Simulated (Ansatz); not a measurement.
# Ge: the cost of one run

Method: DFT r2SCAN, scalar-relativistic, plane waves, PAW, in Ansatz 0.2.0.

## (1) The structure to begin with

It takes space group Fd-3m (No. 227, cubic). The conventional cell has a = 5.673 Å, b = 5.673 Å, c = 5.673 Å, α = 90.00°, β = 90.00°, γ = 90.00°. Around Ge (site symmetry -43m) lie 4 Ge at 2.46 Å.

As a file:

```xyz
8
Lattice="5.6734 0.0000 0.0000 0.0000 5.6734 0.0000 0.0000 0.0000 5.6734" Properties=species:S:1:pos:R:3 pbc="T T T"
Ge    0.0000    0.0000    0.0000
Ge    0.0000    2.8367    2.8367
Ge    2.8367    0.0000    2.8367
Ge    2.8367    2.8367    0.0000
Ge    1.4183    1.4183    1.4183
Ge    1.4183    4.2550    4.2550
Ge    4.2550    1.4183    4.2550
Ge    4.2550    4.2550    1.4183
```

## (2) Relaxing cell and atoms: Ge, no spin

The input, input.yaml:

```yaml
crystal:
  lattice:
    - [5.6734, 0.0, 0.0]
    - [0.0, 5.6734, 0.0]
    - [0.0, 0.0, 5.6734]
  atoms:
    - { symbol: Ge, position: [0.0, 0.0, 0.0] }
    - { symbol: Ge, position: [0.0, 0.5, 0.5] }
    - { symbol: Ge, position: [0.5, 0.0, 0.5] }
    - { symbol: Ge, position: [0.5, 0.5, 0.0] }
    - { symbol: Ge, position: [0.25, 0.25, 0.25] }
    - { symbol: Ge, position: [0.25, 0.75, 0.75] }
    - { symbol: Ge, position: [0.75, 0.25, 0.75] }
    - { symbol: Ge, position: [0.75, 0.75, 0.25] }
scf:
  occupations: { method: gaussian, width: 0.05 }
output:
  forces: true
  stress: true
  eigenvalues: true
  write_density: true
  write_potential: true
  elf: true
  volumetric_format: npy
hamiltonian:
  xc: r2scan
kpoints:
  mp_grid: { grid: [6, 6, 6] }
relax:
  f_tol: 0.003
  cell: { stress_tol: 0.02 }
```

Run with:

```bash
ansatz run input.yaml --threads 2 --pin off --max-ram 8192MiB --backend cpu --events-out ev --progress --plain --runs-dir out
```

**Question.** How long does this run take on 2 threads of Intel Xeon at 2.30GHz, shared host, and how much memory does it need?

About 49 s, with a peak of 1 GiB.
